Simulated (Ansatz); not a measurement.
# Li+ with CH5N: structure and interaction energy

One table from this session's results is given with a row withheld; the runs are named, their logs left out.

The runs use Ansatz 0.2.0, Gaussian basis; PBE0-D4 structure, single points in def2-TZVPPD.

Levels: PBE-D4, revPBE-D4, BLYP-D4, r2SCAN-D4, B97M-V, PBE0-D4, B3LYP-D4, HSE06-D4, wB97X-V, wB97M-V, B2PLYP, Hartree-Fock, MP2, CCSD, CCSD(T). The reference is CCSD(T) extrapolated to the basis limit.

Cores are frozen in the correlated methods. The outer core shell of Li, Na, Mg and K is correlated. B3LYP uses VWN-RPA correlation. B2PLYP carries no dispersion term here.

164 further runs of the same task are left out: 1 that didn't finish, 163 set aside as unsound or not needed.

### Where the work starts

The pair, from a GFN2-xTB docking trial: 8 atoms, charge 1, spin multiplicity 1.

Atoms are counted from 1 here; the program's logs count them from 0.

Bond lengths: Li1–N3 1.961 Å, C2–N3 1.481 Å, C2–H4 1.093 Å, C2–H5 1.090 Å, C2–H6 1.090 Å, N3–H7 1.020 Å, N3–H8 1.020 Å. Angles: N3–C2–H4 111.4°, N3–C2–H5 109.8°, N3–C2–H6 109.9°, H4–C2–H5 108.2°, H4–C2–H6 108.3°, H5–C2–H6 109.3°, Li1–N3–C2 107.2°, Li1–N3–H7 114.7°, Li1–N3–H8 117.0°, C2–N3–H7 106.5°, C2–N3–H8 106.7°, H7–N3–H8 104.1°.

Coordinates:

```xyz
8
CH5LiN
Li   -0.2585    0.1264   -2.1930
C     0.1123   -0.5663    0.4778
N    -0.1128    0.6650   -0.3130
H     0.2395   -0.3401    1.5399
H     1.0120   -1.0707    0.1267
H    -0.7404   -1.2362    0.3704
H     0.6679    1.2885   -0.1069
H    -0.9201    1.1334    0.0981
```

Atoms 1 to 1 are fragment A (Li+), the rest fragment B (CH5N).

The first run:

Input file pre/in.yaml:

```yaml
crystal:
  periodic: [false, false, false]
  atoms:
    - {symbol: Li, position_ang: [-0.258500, 0.126400, -2.193000]}
    - {symbol: C, position_ang: [0.112300, -0.566300, 0.477800]}
    - {symbol: N, position_ang: [-0.112800, 0.665000, -0.313000]}
    - {symbol: H, position_ang: [0.239500, -0.340100, 1.539900]}
    - {symbol: H, position_ang: [1.012000, -1.070700, 0.126700]}
    - {symbol: H, position_ang: [-0.740400, -1.236200, 0.370400]}
    - {symbol: H, position_ang: [0.667900, 1.288500, -0.106900]}
    - {symbol: H, position_ang: [-0.920100, 1.133400, 0.098100]}
basis:
  gaussian: {orbitals: def2-SVP}
total_charge: 1
hamiltonian: {xc: pbe, dispersion: d4}
relax: {f_tol: 0.03, max_steps: 250}
```

The run is started by

```
$ ansatz run in.yaml --threads 2 --pin off --events-out ev --progress --plain --max-ram 5222MiB
```

Steps of the session up to this table: A first relaxation in a small basis; Relaxation at PBE0-D4; wB97X-V/def2-TZVPPD; wB97M-V/def2-TZVPPD; B2PLYP/def2-TZVPPD; B97M-V/def2-TZVPPD; CCSD(T)/def2-TZVPPD; MP2/def2-QZVPPD; Hartree-Fock/STO-3G; SPW92/def2-SVP; wB97M-V/def2-SVP; CCSD(T)/def2-SVP; Vibrations of the pair.

One table of the session follows, with a row left open; its other results are not shown here.

```
      method  interaction (meV)
      PBE-D4                  ?
   revPBE-D4              -1791
     BLYP-D4              -1834
   r2SCAN-D4              -1754
      B97M-V              -1768
     PBE0-D4              -1864
    B3LYP-D4              -1869
    HSE06-D4              -1863
     wB97X-V              -1832
     wB97M-V              -1826
      B2PLYP              -1836
Hartree-Fock              -1826
         MP2              -1770
        CCSD              -1779
     CCSD(T)              -1766
 CCSD(T)/CBS              -1800
```

Q: Estimate the row for PBE-D4 from the others.

The run gave: interaction (meV): -1835. In the column «interaction (meV)» it lies between B2PLYP (-1836) and BLYP-D4 (-1834).

For cost: revPBE-D4 gets within 9 meV in 4.2 s, where CCSD(T)/CBS took 83 s.
